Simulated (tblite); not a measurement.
# C8H11O2P: the cost of one run

Computed with tblite 0.8.0 and PySCF 2.14.0, with density-fitted response routines of our own, on a single molecule in the gas phase. Atoms count from 0, in the outputs and in this text.

### Step 1. The molecule as given

22 atoms, charge 0, multiplicity 1; geometry from: force field or distance geometry start.

Bonds of the start (Å): C0–C1 1.47, C1–C2 1.20, C2–P3 1.77, P3–O4 1.53, P3–O5 1.67, P3–C6 1.79, C6–C7 1.35, C7–C8 1.48, C8–C9 1.52, C9–C10 1.52, C10–C6 1.49, C0–H11 1.10, C0–H12 1.12, C0–H13 1.11, O5–H14 0.98, C7–H15 1.09, C8–H16 1.10, C8–H17 1.10, C9–H18 1.10, C9–H19 1.10, C10–H20 1.10, C10–H21 1.10.

### Step 2. Geometry optimisation with GFN2-xTB

The job: settings as JSON, then the geometry in Å.

```
{"job": {"kind": "relax", "xc": "GFN2-xTB", "basis": "xTB"}, "charge": 0, "multiplicity": 1}
C      4.213800     1.112200     0.006600
C      3.019500     0.258400    -0.119700
C      2.060000    -0.457500    -0.182300
P      0.613900    -1.475200    -0.284700
O      0.664400    -2.568200     0.780000
O      0.572600    -2.169000    -1.806800
C     -0.788300    -0.406000     0.041300
C     -1.292500    -0.251100     1.288100
C     -2.439100     0.687900     1.210600
C     -2.909700     0.453700    -0.213800
C     -1.565600     0.422400    -0.927100
H      4.410100     1.558400    -0.980800
H      3.994000     1.879900     0.796000
H      5.058600     0.502700     0.384300
H      0.232600    -3.084000    -1.686900
H     -0.924800    -0.748300     2.186100
H     -3.236500     0.487800     1.947100
H     -2.024600     1.700100     1.281600
H     -3.340100    -0.560700    -0.290000
H     -3.559300     1.247800    -0.603500
H     -1.623400    -0.008100    -1.933100
H     -1.146100     1.436100    -0.893800
```

Run with:

```sh
$ OMP_NUM_THREADS=1 python probes_run.py task.json out
```

One launch serves the whole session: the jobs run in the order shown.

**Question.** How long does this first job take on 1 thread of Arm Neoverse V1, shared host?

About 1.6 s.
